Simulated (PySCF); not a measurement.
# [Ce(H2O)7]4+: structure and properties

What shape and bonds does [Ce(H2O)7]4+ have? It is relaxed from a template within its point group. It is a constructed species; whether it can be made isn't addressed.

The runs use PySCF 2.14.0; B3LYP, Ce lcecp-2-SVP with ECP46, O def2-SVP, H def2-SVP; scalar-relativistic core potentials, no spin–orbit coupling.

2 further runs of the same task are left out: 2 for a known fault of the program.

### Step 1. Starting geometry

22 atoms, charge 4, spin multiplicity 1.

Bond lengths: Ce1–O2 2.428 Å, Ce1–O5 2.428 Å, Ce1–O8 2.428 Å, Ce1–O11 2.427 Å, Ce1–O14 2.427 Å, Ce1–O17 2.427 Å, Ce1–O20 2.427 Å, O2–H3 0.970 Å, O2–H4 0.970 Å, O5–H6 0.970 Å, O5–H7 0.970 Å, O8–H9 0.970 Å, O8–H10 0.970 Å, O11–H12 0.970 Å, O11–H13 0.970 Å, O14–H15 0.970 Å, O14–H16 0.970 Å, O17–H18 0.970 Å and more. Angles: O2–Ce1–O5 180.0°, O2–Ce1–O8 90.0°, O2–Ce1–O11 90.0°, O2–Ce1–O14 90.0°, O2–Ce1–O17 90.0°, O2–Ce1–O20 90.0°, O5–Ce1–O8 90.0°, O5–Ce1–O11 90.0°, O5–Ce1–O14 90.0°, O5–Ce1–O17 90.0°, O5–Ce1–O20 90.0°, O8–Ce1–O11 72.0°, O8–Ce1–O14 144.0°, O8–Ce1–O17 144.0°, O8–Ce1–O20 72.0°, O11–Ce1–O14 72.0°, O11–Ce1–O17 144.0°, O11–Ce1–O20 144.0° and more.

As a file:

```
Ce    0.0000    0.0000    0.0000
O     0.0000    0.0000    2.4275
H     0.7700    0.0000    3.0175
H    -0.7700    0.0000    3.0175
O     0.0000    0.0000   -2.4275
H     0.7700    0.0000   -3.0175
H    -0.7700    0.0000   -3.0175
O     2.4275    0.0000    0.0000
H     3.0175    0.0000    0.7700
H     3.0175    0.0000   -0.7700
O     0.7501    2.3087    0.0000
H     0.9325    2.8698    0.7700
H     0.9325    2.8698   -0.7700
O    -1.9639    1.4268    0.0000
H    -2.4412    1.7736    0.7700
H    -2.4412    1.7736   -0.7700
O    -1.9639   -1.4268    0.0000
H    -2.4412   -1.7736    0.7700
H    -2.4412   -1.7736   -0.7700
O     0.7501   -2.3087    0.0000
H     0.9325   -2.8698    0.7700
H     0.9325   -2.8698   -0.7700
```

Formal oxidation states: Ce +4. The 4f shell is empty and lies in the core potential.

### Step 2. SCF at the start, singlet

The input, run.py (the lines that set the calculation):

```python
mol = gto.M(atom='''
Ce     0.00000     0.00000     0.00000
O      0.00000     0.00000     2.42750
H      0.77000     0.00000     3.01750
H     -0.77000     0.00000     3.01750
O      0.00000     0.00000    -2.42750
H      0.77000     0.00000    -3.01750
H     -0.77000     0.00000    -3.01750
O      2.42750     0.00000     0.00000
H      3.01750     0.00000     0.77000
H      3.01750     0.00000    -0.77000
O      0.75010     2.30870     0.00000
H      0.93250     2.86980     0.77000
H      0.93250     2.86980    -0.77000
O     -1.96390     1.42680     0.00000
H     -2.44120     1.77360     0.77000
H     -2.44120     1.77360    -0.77000
O     -1.96390    -1.42680     0.00000
H     -2.44120    -1.77360     0.77000
H     -2.44120    -1.77360    -0.77000
O      0.75010    -2.30870     0.00000
H      0.93250    -2.86980     0.77000
H      0.93250    -2.86980    -0.77000''',
    basis={'Ce': 'lcecp-2-SVP', 'O': 'def2-SVP', 'H': 'def2-SVP'},
    ecp={'Ce': 'lcecp-2-SVP'},
    charge=4, spin=0)
mf = dft.RKS(mol, xc='B3LYP')
mf.grids.atom_grid = (50, 194)  # f atoms: unpruned, at least (60, 302)
mf = mf.density_fit()  # fitting sets: Ce AutoAux, O def2-universal-JKFIT, H def2-universal-JKFIT
mf.conv_tol = 1e-08; mf.max_cycle = 55
mf.kernel(dm0)  # dm0: free metal ions and neutral atoms
```

Started as:

```console
$ OMP_NUM_THREADS=4 python run.py
```

Log:

```text
init E= -562.509655496514
cycle= 1 E= -569.641371406403  delta_E= -7.13  |g|= 3.33  |ddm|= 4.15
cycle= 2 E= -564.741079595727  delta_E=  4.9  |g|= 5.49  |ddm|= 5.97
cycle= 3 E= -571.486485725746  delta_E= -6.75  |g|= 0.687  |ddm|= 4.83
cycle= 4 E= -571.630534099947  delta_E= -0.144  |g|= 0.12  |ddm|= 0.924
cycle= 5 E= -571.632966651564  delta_E= -0.00243  |g|= 0.0549  |ddm|= 0.116
cycle= 6 E= -571.633459351902  delta_E= -0.000493  |g|= 0.0169  |ddm|= 0.0443
cycle= 7 E= -571.6335107497  delta_E= -5.14e-05  |g|= 0.00122  |ddm|= 0.0112
cycle= 8 E= -571.633511229537  delta_E= -4.8e-07  |g|= 0.000448  |ddm|= 0.00178
cycle= 9 E= -571.633511259695  delta_E= -3.02e-08  |g|= 0.000184  |ddm|= 0.000384
cycle= 10 E= -571.633511266455  delta_E= -6.76e-09  |g|= 9.46e-06  |ddm|= 0.000138
Extra cycle  E= -571.633511266448  delta_E= 6.82e-12  |g|= 1.23e-05  |ddm|= 1.8e-05
converged SCF energy = -571.633511266448
```

It took 25 s on 4 threads of Intel Xeon Platinum 8259CL at 2.50GHz (Skylake/Cascade Lake), shared host; peak memory 1.6 GiB.

Read off: E = -571.633511 Eh, frontier levels not given, since the 4f levels lie in the core, Mulliken charge on Ce1 +1.74 e. The large-core potential holds the 4f shell empty.

### Step 3. Relaxation, singlet

Steps are kept in the start's point group, C2v.

The input, run.py (the lines that set the calculation):

```python
mol = gto.M(atom='''
Ce     0.00001     0.00000     0.00000
O      0.00001     0.00000     2.42750
H      0.77001     0.00000     3.01750
H     -0.76999     0.00000     3.01750
O      0.00001     0.00000    -2.42750
H      0.77001     0.00000    -3.01750
H     -0.76999     0.00000    -3.01750
O      2.42751     0.00000     0.00000
H      3.01751     0.00000     0.77000
H      3.01751     0.00000    -0.77000
O      0.75011     2.30870     0.00000
H      0.93251     2.86980     0.77000
H      0.93251     2.86980    -0.77000
O     -1.96389     1.42680     0.00000
H     -2.44119     1.77360     0.77000
H     -2.44119     1.77360    -0.77000
O     -1.96389    -1.42680     0.00000
H     -2.44119    -1.77360     0.77000
H     -2.44119    -1.77360    -0.77000
O      0.75011    -2.30870     0.00000
H      0.93251    -2.86980     0.77000
H      0.93251    -2.86980    -0.77000''',
    basis={'Ce': 'lcecp-2-SVP', 'O': 'def2-SVP', 'H': 'def2-SVP'},
    ecp={'Ce': 'lcecp-2-SVP'},
    charge=4, spin=0)
mf = dft.RKS(mol, xc='B3LYP')
mf.grids.atom_grid = (50, 194)  # f atoms: unpruned, at least (60, 302)
mf = mf.density_fit()  # fitting sets: Ce AutoAux, O def2-universal-JKFIT, H def2-universal-JKFIT
mf.conv_tol = 1e-08; mf.max_cycle = 55
mf.kernel(dm0)  # dm0: an SCF of this state at this start
# quasi-Newton relaxation in Cartesian coordinates to a largest gradient under 0.00045 Eh/bohr, steps kept in the point group
```

Started as:

```console
$ OMP_NUM_THREADS=4 python run.py
```

No log is kept here; the results follow.

Run time: 3.9 min. Hardware: 4 threads of Intel Xeon Platinum 8259CL at 2.50GHz (Skylake/Cascade Lake), shared host.

Relaxation path:

```csv
step,energy from step 1 (eV),largest force component (eV/Å)
1,0.0000,1.8817
2,-0.1406,0.4123
3,-0.1552,0.1068
4,-0.1591,0.0579
5,-0.1599,0.0353
6,-0.1602,0.0075
7,-0.1603,0.0028
```

Distances of close pairs at the start and the end, largest changes first:

```csv
bond,before (Å),after (Å),change (Å)
Ce1–O2,2.428,2.367,-0.060
Ce1–O5,2.428,2.367,-0.060
O2–H4,0.970,0.992,+0.022
O5–H7,0.970,0.992,+0.022
O2–H3,0.970,0.992,+0.022
O5–H6,0.970,0.992,+0.022
Ce1–O11,2.427,2.409,-0.018
Ce1–O20,2.427,2.409,-0.018
```

It ends in C2v at E = -571.639400 Eh.

```
Ce    0.0000    0.0000    0.0000
O    -0.0020    0.0000    2.3674
H     0.7687    0.0000    2.9922
H    -0.7740    0.0000    2.9906
O    -0.0020    0.0000   -2.3674
H     0.7687    0.0000   -2.9922
H    -0.7740    0.0000   -2.9906
O     2.4222    0.0000    0.0000
H     3.0415    0.0000    0.7681
H     3.0415    0.0000   -0.7681
O     0.7430    2.2920    0.0000
H     0.9192    2.8784    0.7734
H     0.9192    2.8784   -0.7734
O    -1.9537    1.4235    0.0000
H    -2.4365    1.8068    0.7703
H    -2.4365    1.8068   -0.7703
O    -1.9537   -1.4235    0.0000
H    -2.4365   -1.8068    0.7703
H    -2.4365   -1.8068   -0.7703
O     0.7430   -2.2920    0.0000
H     0.9192   -2.8784    0.7734
H     0.9192   -2.8784   -0.7734
```

### Step 4. Properties on a finer grid

The input, run.py (the lines that set the calculation):

```python
mol = gto.M(atom='''
Ce     0.00000     0.00000     0.00000
O     -0.00200     0.00000     2.36741
H      0.76867     0.00000     2.99218
H     -0.77396     0.00000     2.99059
O     -0.00200     0.00000    -2.36741
H      0.76867     0.00000    -2.99218
H     -0.77396     0.00000    -2.99059
O      2.42220     0.00000     0.00000
H      3.04148     0.00000     0.76813
H      3.04148     0.00000    -0.76813
O      0.74305     2.29202     0.00000
H      0.91923     2.87845     0.77338
H      0.91923     2.87845    -0.77338
O     -1.95371     1.42351     0.00000
H     -2.43649     1.80683     0.77029
H     -2.43649     1.80683    -0.77029
O     -1.95371    -1.42351     0.00000
H     -2.43649    -1.80683     0.77029
H     -2.43649    -1.80683    -0.77029
O      0.74305    -2.29202     0.00000
H      0.91923    -2.87845     0.77338
H      0.91923    -2.87845    -0.77338''',
    basis={'Ce': 'lcecp-2-SVP', 'O': 'def2-SVP', 'H': 'def2-SVP'},
    ecp={'Ce': 'lcecp-2-SVP'},
    charge=4, spin=0)
mf = dft.RKS(mol, xc='B3LYP')
mf.grids.atom_grid = (75, 302)  # f atoms: unpruned, at least (60, 302)
mf = mf.density_fit()  # fitting sets: Ce AutoAux, O def2-universal-JKFIT, H def2-universal-JKFIT
mf.conv_tol = 1e-09; mf.max_cycle = 55
mf.kernel(dm0)  # dm0: the density of the relaxed state
```

Started as:

```console
$ OMP_NUM_THREADS=4 python run.py
```

Log:

```text
init E= -571.63940806612
cycle= 1 E= -571.639408069838  delta_E= -3.72e-09  |g|= 2.58e-05  |ddm|= 0.000275
cycle= 2 E= -571.639408069693  delta_E= 1.46e-10  |g|= 3.96e-05  |ddm|= 4.37e-05
cycle= 3 E= -571.639408069979  delta_E= -2.86e-10  |g|= 1.47e-06  |ddm|= 2.55e-05
Extra cycle  E= -571.63940806998  delta_E= -9.09e-13  |g|= 1.74e-06  |ddm|= 2.64e-06
converged SCF energy = -571.63940806998
```

Wall time 48 s (4 threads of Intel Xeon Platinum 8259CL at 2.50GHz (Skylake/Cascade Lake), shared host).

Read off: E = -571.639408 Eh, frontier levels not given, since the 4f levels lie in the core, Mulliken charge on Ce1 +1.74 e, largest force component 0.004 eV/Å. The large-core potential holds the 4f shell empty.

Löwdin charges:

Ce1 1.48; O2 -0.03; H3 0.21; H4 0.21; O5 -0.03; H6 0.21; H7 0.21; O8 -0.05; H9 0.20; H10 0.20; O11 -0.04; H12 0.20; H13 0.20; O14 -0.04; H15 0.20; H16 0.20; O17 -0.04; H18 0.20; H19 0.20; O20 -0.04; H21 0.20; H22 0.20

Mulliken charges: Ce1 +1.74, O2 -0.33, H3 +0.34, H4 +0.34, O5 -0.33, H6 +0.34, H7 +0.34, O8 -0.32, H9 +0.32, H10 +0.32, O11 -0.32, H12 +0.32, H13 +0.32, O14 -0.32, H15 +0.32, H16 +0.32, O17 -0.32, H18 +0.32, H19 +0.32, O20 -0.32, H21 +0.32, H22 +0.32 e.

Contacts (the nearest donor of each ligand) and Mayer bond orders:

```csv
contact,distance (Å),bond order
Ce1–O2 (H2O),2.367,0.56
Ce1–O5 (H2O),2.367,0.56
Ce1–O8 (H2O),2.422,0.50
Ce1–O11 (H2O),2.409,0.51
Ce1–O14 (H2O),2.417,0.50
Ce1–O17 (H2O),2.417,0.50
Ce1–O20 (H2O),2.409,0.51
```

Mulliken populations of Ce1 outside the core potential: s 2.25, p 6.36, d 1.53, f 0.12.

### Step 5. What came out

| quantity | value |
| --- | --- |
| state and point group | singlet, C2v |
| metal–ligand contacts | 2.37 to 2.42 Å |
| frontier levels | frontier levels not given, since the 4f levels lie in the core |
| dipole about the centre of mass | 0.02 D |

**Reading.** The metal carries +1.48 e by Löwdin's partition against a formal +4, and bond orders to the nearest donors reach 0.56. Both measures hang on the basis. No vibrations are shown for the final structure, so this session doesn't show it to be a minimum. One start shape was tried, so another isomer may lie lower. These are double-zeta-type bases without diffuse functions. Spin–orbit coupling is left out.
